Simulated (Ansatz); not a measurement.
# ZnSe: strong compression

The task here is to estimate one member of a computed series from the others.

Computed with Ansatz 0.2.0 (DFT, r2SCAN, PAW with Ansatz's default frozen-core files, scalar-relativistic, unless a step's input says otherwise).

**Starting point**

The structure is cubic, space group F-43m (No. 216). The conventional cell has a = 5.760 Å, b = 5.760 Å, c = 5.760 Å, α = 90.00°, β = 90.00°, γ = 90.00°. Zn (site symmetry -43m) is surrounded by 4 Se at 2.49 Å. Se (site symmetry -43m) has 4 Zn at 2.49 Å as nearest neighbours.

As a file:

```xyz
2
Lattice="0.0000 2.8798 2.8798 2.8798 0.0000 2.8798 2.8798 2.8798 0.0000" Properties=species:S:1:pos:R:3 pbc="T T T"
Zn    0.0000    0.0000    0.0000
Se    1.4399    1.4399    1.4399
```

Whether this phase is the stable one at these pressures isn't tested.

Atoms are numbered in the order of the input: Zn1, Se2.

Set-up of the first run:

Input file input.yaml:

```yaml
crystal:
  lattice:
    - [0.0, 2.8798249876, 2.8798249876]
    - [2.8798249876, 0.0, 2.8798249876]
    - [2.8798249876, 2.8798249876, 0.0]
  atoms:
    - { symbol: Zn, position: [0.0, 0.0, 0.0] }
    - { symbol: Se, position: [0.25, 0.25, 0.25] }
kpoints:
  mp_grid: { grid: [11, 11, 11] }
scf:
  occupations: { method: fermi_dirac, width: 0.05 }
hamiltonian:
  xc: r2scan
  pseudopotentials: { kind: paw }
output:
  forces: true
  stress: true
relax:
  f_tol: 0.005
  max_steps: 40
  cell: {}
```

On the command line:

```console
$ ansatz run input.yaml --threads 1 --pin off --max-ram 2048MiB --backend cpu --events-out ev --progress --plain --runs-dir out
```

Among the steps run: Cell relaxed at zero pressure, PAW; Volume scaled by 1, PAW; Volume scaled by 0.94, PAW; Volume scaled by 0.94, PAW (cutoff 800 eV); Volume scaled by 0.88, PAW; Volume scaled by 0.8, PAW; Volume scaled by 0.72, PAW; Volume scaled by 0.64, PAW; Volume scaled by 0.55, PAW; Volume scaled by 0.55, PAW (partial_waves polarizable).

One of the session's tables, all rows but one given; the rest of the session is left out.

| method | volume over the first | volume (Å³/atom) | pressure (GPa) | gap on the k mesh (eV) |
| --- | --- | --- | --- | --- |
| PAW | 1 | 22.716 | 0.04 | 1.87 |
| PAW | 0.94 | 21.353 | 4.69 | 2.14 |
| PAW | 0.88 | 19.990 | 11.15 | 2.44 |
| PAW | 0.8 | 18.173 | 24.00 | 2.78 |
| PAW | 0.72 | 16.356 | 44.62 | 2.44 |
| PAW | 0.64 | ? | ? | ? |
| PAW | 0.55 | 12.494 | 147.81 | 1.36 |
| PAW (cutoff 800 eV) | 0.94 | 21.353 | 4.69 | 2.14 |
| PAW (partial_waves polarizable) | 0.55 | 12.494 | 147.80 | 1.36 |

**Question.** Estimate the row for PAW, 0.64.

As computed: volume (Å³/atom): 14.538; pressure (GPa): 78.77; gap on the k mesh (eV): 2.00. In the column «volume (Å³/atom)» it lies between PAW (partial_waves polarizable), 0.55 (12.494) and PAW, 0.72 (16.356).
